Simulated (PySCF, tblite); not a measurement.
# C₇H₉O radical: geometry, infrared bands and EPR parameters

What infrared bands and EPR parameters should C₇H₉O radical (`C[C]1C=CC=C(O)C1`) show?

Programs: tblite 0.8.0 and PySCF 2.14.0, with density-fitted response routines of our own. Each step states its level of theory. These are calculated values for one molecule in the gas phase, unless marked as measured. Atoms count from 0, in the outputs and in this text.

### 1 Starting geometry

17 atoms, charge 0, multiplicity 2; geometry from: force field or distance geometry start.

Bonds of the start (Å): C0–C1 1.49, C1–C2 1.44, C2–C3 1.34, C3–C4 1.45, C4–C5 1.34, C5–O6 1.39, C5–C7 1.50, C7–C1 1.51, C0–H8 1.09, C0–H9 1.11, C0–H10 1.09, C2–H11 1.10, C3–H12 1.08, C4–H13 1.09, O6–H14 0.97, C7–H15 1.10, C7–H16 1.10.

### 2 Relaxing the molecule with GFN2-xTB

What the job is given:

```
{"job": {"kind": "relax", "xc": "GFN2-xTB", "basis": "xTB"}, "charge": 0, "multiplicity": 2}
C     -2.096600    -0.833400     0.677500
C     -0.857300    -0.143000     0.237700
C     -0.811600     1.279900     0.044600
C      0.302600     1.911200    -0.355000
C      1.530600     1.177200    -0.568800
C      1.585900    -0.150000    -0.411300
O      2.779000    -0.816900    -0.638600
C      0.399600    -0.962300     0.030300
H     -2.400500    -1.578700    -0.064200
H     -2.940000    -0.130100     0.808900
H     -1.952000    -1.342400     1.632500
H     -1.732400     1.853100     0.207600
H      0.313600     2.979900    -0.489000
H      2.411600     1.737300    -0.891400
H      2.629400    -1.757700    -0.463000
H      0.185900    -1.724200    -0.726900
H      0.645100    -1.487800     0.959400
```

The run is started by

```console
$ OMP_NUM_THREADS=1 python probes_run.py task.json out
```

One launch serves the whole session: the jobs run in the order shown.

The log of the run:

```text
step      E/eV     max force
  0    -641.41893    3.667
  1    -641.60911    0.820
  2    -641.62703    0.322
  3    -641.63695    0.221
  4    -641.64240    0.208
  5    -641.64494    0.084
  6    -641.64623    0.096
  7    -641.64741    0.092
  8    -641.64841    0.075
  9    -641.64910    0.057
 10    -641.64949    0.048
 11    -641.64977    0.043
 12    -641.65002    0.037
 13    -641.65022    0.033
 14    -641.65036    0.031
 15    -641.65050    0.037
 16    -641.65067    0.037
 17    -641.65084    0.027
 18    -641.65095    0.024
 19    -641.65102    0.023
 20    -641.65109    0.024
 21    -641.65117    0.024
 22    -641.65123    0.019
 23    -641.65127    0.011
 24    -641.65129    0.010
```

It took 0.21 s on 1 thread of Arm Neoverse N1, shared host.

Relaxation path:

| step | energy from step 0 (eV) | largest force (eV/Å) |
| --- | --- | --- |
| 0 | 0.0000 | 3.6665 |
| 1 | -0.1902 | 0.8203 |
| 2 | -0.2081 | 0.3221 |
| 3 | -0.2180 | 0.2211 |
| 4 | -0.2235 | 0.2083 |
| 5 | -0.2260 | 0.0842 |
| 6 | -0.2273 | 0.0957 |
| 7 | -0.2285 | 0.0922 |
| 8 | -0.2295 | 0.0751 |
| 9 | -0.2302 | 0.0572 |
| 10 | -0.2306 | 0.0479 |
| 11 | -0.2308 | 0.0433 |
| 12 | -0.2311 | 0.0375 |
| 13 | -0.2313 | 0.0330 |
| 14 | -0.2314 | 0.0315 |
| 15 | -0.2316 | 0.0375 |
| 16 | -0.2317 | 0.0374 |
| 17 | -0.2319 | 0.0272 |
| 18 | -0.2320 | 0.0241 |
| 19 | -0.2321 | 0.0230 |
| 20 | -0.2322 | 0.0244 |
| 21 | -0.2322 | 0.0237 |
| 22 | -0.2323 | 0.0190 |
| 23 | -0.2323 | 0.0106 |
| 24 | -0.2324 | 0.0098 |

Close pairs (by a distance rule), those that changed most:

| bond | before (Å) | after (Å) | change (Å) |
| --- | --- | --- | --- |
| C1–C2 | 1.437 | 1.358 | -0.078 |
| C2–C3 | 1.342 | 1.402 | +0.061 |
| C3–C4 | 1.447 | 1.401 | -0.046 |
| C4–C5 | 1.338 | 1.360 | +0.022 |
| C0–H9 | 1.106 | 1.087 | -0.019 |
| C5–O6 | 1.386 | 1.367 | -0.019 |
| C2–H11 | 1.097 | 1.081 | -0.016 |
| C4–H13 | 1.093 | 1.079 | -0.014 |

The final coordinates are the input of the step that follows.

### 3 Infrared spectrum with GFN2-xTB

What the job is given:

```
{"job": {"kind": "ir", "xc": "GFN2-xTB", "basis": "xTB"}, "charge": 0, "multiplicity": 2}
C     -2.078435    -0.833069     0.671859
C     -0.851883    -0.097590     0.242287
C     -0.822933     1.246690     0.048816
C      0.338353     1.919903    -0.356412
C      1.522844     1.205449    -0.576902
C      1.565053    -0.142708    -0.401831
O      2.731311    -0.820368    -0.623381
C      0.374153    -0.936789     0.030521
H     -2.355340    -1.586632    -0.068061
H     -2.915620    -0.152528     0.801561
H     -1.904936    -1.354371     1.615339
H     -1.724413     1.821134     0.210661
H      0.322864     2.987333    -0.499453
H      2.419438     1.717172    -0.889702
H      2.603415    -1.761505    -0.458088
H      0.158535    -1.718817    -0.719531
H      0.610597    -1.481273     0.962407
```

The log of the run:

```text
mode    cm-1     km/mol
  1      91.5      1.27
  2     115.4      0.42
  3     206.0      0.01
  4     282.4      1.27
  5     318.3     87.37
  6     326.9     58.19
  7     409.4      5.81
  8     449.5      0.27
  9     460.2      1.87
 10     488.6      3.95
 11     491.4      3.18
 12     729.0     16.53
 13     731.6     12.40
 14     847.5     11.19
 15     884.6      1.23
 16     900.1     26.79
 17     923.9      2.14
 18     926.8      0.00
 19    1005.9      3.45
 20    1022.5      6.83
 21    1078.7      8.58
 22    1139.7     49.68
 23    1148.4      0.13
 24    1154.8     97.11
 25    1194.1     52.94
 26    1243.1    171.72
 27    1285.7     38.67
 28    1336.0     56.50
 29    1361.1     27.90
 30    1404.6     18.76
 31    1418.0     47.34
 32    1437.0      3.20
 33    1479.1      4.76
 34    1483.9      1.95
 35    1547.7     26.53
 36    1621.6     36.01
 37    2766.4     44.69
 38    2826.7     68.59
 39    2962.7     37.19
 40    2984.7     51.92
 41    3047.9     20.00
 42    3068.8     48.01
 43    3099.9     22.54
 44    3114.0     46.14
 45    3528.3     20.13
```

Run time: 0.77 s. Hardware: 1 thread of Arm Neoverse N1, shared host.

The strongest bands and the atoms that carry them (share of the mass-weighted mode):

| cm⁻¹ | km/mol | atoms |
| --- | --- | --- |
| 318 | 87.4 | H14 58 %, O6 14 % |
| 327 | 58.2 | H14 32 %, C1 23 %, C3 11 % |
| 1155 | 97.1 | H13 24 %, H12 21 %, H11 18 %, H14 14 % |
| 1194 | 52.9 | H12 33 %, C1 23 % |
| 1243 | 171.7 | C5 35 %, C1 21 %, O6 14 % |
| 1336 | 56.5 | C7 25 %, C3 19 %, C5 13 %, C1 11 % |
| 2827 | 68.6 | H15 49 %, H16 47 % |
| 2985 | 51.9 | H10 48 %, H8 47 % |

### 4 g tensor and hyperfine couplings: B3LYP/pcH-1

Settings changed since step 3:

```diff
@@ -1,2 +1,2 @@
-{"job": {"kind": "ir", "xc": "GFN2-xTB", "basis": "xTB"}, "charge": 0, "multiplicity": 2}
+{"job": {"kind": "epr", "basis": "pcH-1"}, "charge": 0, "multiplicity": 2}
 C     -2.078435    -0.833069     0.671859
```

With the program's defaults for keys left out, this is: UKS B3LYP, pcH-1 on C H O, non-relativistic, mean-field spin-orbit, GIAO.

The log of the run:

```text
UKS, coarse grid
  cycle   1  E = -347.24618270  |g| = 5.22e-01
  cycle   2  E = -347.15188068  |g| = 7.27e-01
  cycle   3  E = -347.36031515  |g| = 9.23e-02
  cycle   4  E = -347.36375801  |g| = 4.02e-02
  cycle   5  E = -347.36463111  |g| = 1.47e-02
  cycle   6  E = -347.36476507  |g| = 7.08e-03
  cycle   7  E = -347.36483078  |g| = 2.56e-03
  cycle   8  E = -347.36484414  |g| = 1.78e-03
  cycle   9  E = -347.36484668  |g| = 4.57e-04
UKS, final grid
  cycle   1  E = -347.36485331  |g| = 7.51e-04
  cycle   2  E = -347.36485267  |g| = 1.38e-03
  cycle   3  E = -347.36485360  |g| = 7.01e-05
  cycle   4  E = -347.36485360  |g| = 4.51e-05
  cycle   5  E = -347.36485361  |g| = 2.28e-05
E = -347.36485361 Eh   <S^2> = 0.7819 (exact 0.7500)
g shifts (ppm)      1          2          3
  rmc          -160       -160       -160
  gc             -3         33         35
  oz_so         -17        755       1313
  total        -180        628       1188
hyperfine (MHz)  atom isotope    a_iso     a_fc   dipolar eigenvalues
    0   13C     -14.86     -14.86     -0.62     -0.36      0.99
    1   13C      38.71      38.71    -34.11    -32.13     66.24
    2   13C     -36.07     -36.07    -22.68      9.69     12.99
    3   13C      45.99      45.99    -42.49    -40.04     82.52
    4   13C     -34.67     -34.67    -20.36      8.75     11.61
    5   13C      36.21      36.21    -32.97    -31.79     64.76
    6   17O      -7.18      -7.18    -25.29     12.11     13.18
    7   13C     -32.95     -32.95     -0.86     -0.04      0.90
    8    1H      37.23      37.23     -2.29     -1.88      4.17
    9    1H       1.11       1.11     -2.31     -1.74      4.05
   10    1H      37.29      37.29     -2.29     -1.88      4.17
   11    1H       9.30       9.30     -3.91     -1.02      4.93
   12    1H     -35.13     -35.13    -20.83      0.10     20.74
   13    1H       8.29       8.29     -3.89     -0.51      4.40
   14    1H      -4.79      -4.79     -4.38     -3.66      8.04
   15    1H     127.90     127.90     -3.22      0.48      2.74
   16    1H     128.78     128.78     -3.22      0.48      2.74
```

It took 2 min on 1 thread of Arm Neoverse N1, shared host; peak memory 0.96 GiB.

Principal g values 2.00214, 2.00295, 2.00351; g(iso) = 2.00286, against 2.00232 for a free electron.

Mean a(iso) over the nuclei that a row names, and the largest dipolar term of the row (other rows stand at the frozen geometry):

| nuclei | isotope | a(iso) (MHz) | a(iso) (G, at g = 2.0023) | largest dipolar term (MHz) |
| --- | --- | --- | --- | --- |
| H15, H16 | 1H | 128.3 | 45.8 | -3.2 |
| C3 | 13C | 46.0 | 16.4 | 82.5 |
| C1 | 13C | 38.7 | 13.8 | 66.2 |
| C5 | 13C | 36.2 | 12.9 | 64.8 |
| C2 | 13C | -36.1 | -12.9 | -22.7 |
| H12 | 1H | -35.1 | -12.5 | -20.8 |
| C4 | 13C | -34.7 | -12.4 | -20.4 |
| C7 | 13C | -33.0 | -11.8 | 0.9 |
| H8, H9, H10 | 1H | 25.2 | 9.0 | 4.2 |
| C0 | 13C | -14.9 | -5.3 | 1.0 |
| H11 | 1H | 9.3 | 3.3 | 4.9 |
| H13 | 1H | 8.3 | 3.0 | 4.4 |
| O6 | 17O | -7.2 | -2.6 | -25.3 |
| H14 | 1H | -4.8 | -1.7 | 8.0 |

Mulliken spin populations:

C0 -0.03; C1 0.41; C2 -0.20; C3 0.54; C4 -0.18; C5 0.36; O6 0.05; C7 -0.08; H8 0.02; H9 0.00; H10 0.02; H11 0.01; H12 -0.03; H13 0.01; H14 0.00; H15 0.06; H16 0.06

In first order the couplings over 0.8 MHz of 1H give 192 distinct lines over 139.1 G, if the averaged nuclei exchange fast.

Orbitals, density, ELF and potential are computed afterwards from the orbital file.

ELF in a plane through or near 13 of the atoms.

Values, 10 rows by 14 columns:
```
0.00 0.00 0.00 0.00 0.00 0.00 0.00 0.00 0.00 0.00 0.00 0.00 0.00 0.00
0.00 0.00 0.00 0.00 0.01 0.30 0.14 0.00 0.00 0.00 0.00 0.00 0.00 0.00
0.00 0.00 0.00 0.00 0.43 1.00 0.97 0.02 0.90 0.95 0.02 0.00 0.00 0.00
0.00 0.00 0.24 0.66 0.08 0.58 0.20 0.59 1.00 0.96 0.01 0.05 0.00 0.00
0.00 0.01 0.90 1.00 0.44 0.55 0.30 0.61 0.76 0.09 0.99 0.99 0.55 0.00
0.00 0.00 0.00 0.03 0.42 0.17 0.70 0.92 0.41 0.64 0.24 0.35 0.04 0.00
0.00 0.00 0.38 0.91 0.32 0.23 0.49 0.55 0.07 0.18 0.41 0.07 0.01 0.00
0.00 0.00 0.02 0.18 0.97 0.38 0.04 0.11 0.02 0.00 0.01 0.00 0.00 0.00
0.00 0.00 0.00 0.00 0.15 0.00 0.00 0.00 0.00 0.00 0.00 0.00 0.00 0.00
0.00 0.00 0.00 0.00 0.00 0.00 0.00 0.00 0.00 0.00 0.00 0.00 0.00 0.00
```
The map spans 11.1 Å across and 10.8 Å up, centred on the molecule. Atoms in the plane (x, y in Å): C0 (2.3, -0.3), C1 (0.9, 0.1), C2 (0.5, 1.4), C3 (-0.9, 1.8), C4 (-1.9, 0.8), C5 (-1.5, -0.5), O6 (-2.5, -1.5), C7 (-0.1, -1.0), H9 (3.0, 0.6), H11 (1.2, 2.2), H12 (-1.1, 2.8), H13 (-2.9, 1.1), H14 (-2.1, -2.4).

log10 of the density (e/Å³) in the same plane.

Ten even steps from '0' (-4.0) to '9' (1.7):
```
0000000000000000000000000000
0000000000010000000000000000
0000000012222211110000000000
0000000234444322222100000000
0000011245666544444321000000
0000122345776555665421100000
0002234456777767775432211000
0012356667777789765444432100
0013456779766677765566543200
0012345677765568876777543200
0002344567876677777976543200
0013456777777876666766432100
0013457987666776545555432100
0002356776555665433443221000
0001234566444444322222100000
0000123444333332211110000000
0000001222111111000000000000
0000000000000000000000000000
0000000000000000000000000000
0000000000000000000000000000
```
The map spans 11.1 Å across and 10.8 Å up, centred on the molecule. Atoms in the plane (x, y in Å): C0 (2.3, -0.3), C1 (0.9, 0.1), C2 (0.5, 1.4), C3 (-0.9, 1.8), C4 (-1.9, 0.8), C5 (-1.5, -0.5), O6 (-2.5, -1.5), C7 (-0.1, -1.0), H9 (3.0, 0.6), H11 (1.2, 2.2), H12 (-1.1, 2.8), H13 (-2.9, 1.1), H14 (-2.1, -2.4).

On the surface of density 0.002 e/bohr³ the electrostatic potential runs, from the 1st to the 99th percentile, from -1.24 V near O6 to 2.42 V near H14.

The spin density lies nearest to C1, C3 about 22 % each; C5 19 %; C2, C4 about 7 % each (beta excess).

### 5 What came out

```
                                 quantity                      value
strongest single infrared mode (GFN2-xTB)      1243 cm⁻¹, 172 km/mol
             zero-point energy (GFN2-xTB)              86.3 kcal/mol
                           g(iso) (B3LYP)                    2.00286
                                     ⟨S²⟩         0.782 (exact 0.75)
       largest a(iso) (averaged by class)  1H on H15, H16, 128.3 MHz
    surface potential, 1st and 99th percentile         -1.24 V and 2.42 V
```

What this shows: Relaxing lowered the energy by 0.232 eV in 24 steps; the close pair that moved most is C1–C2, from 1.437 to 1.358 Å. All 45 modes are real, so the xTB geometry is a minimum. The strongest single mode, at 1243 cm⁻¹, is spread over many atoms; the largest shares are those of C5, C1. GFN2-xTB is a fitted tight-binding method: band positions and strengths are rough. Its intensities can rank the bands wrongly. The largest spin populations lie on C3 (0.54 e), C1 (0.41 e). The isotropic g lies 0.5 ppt above the free-electron value.
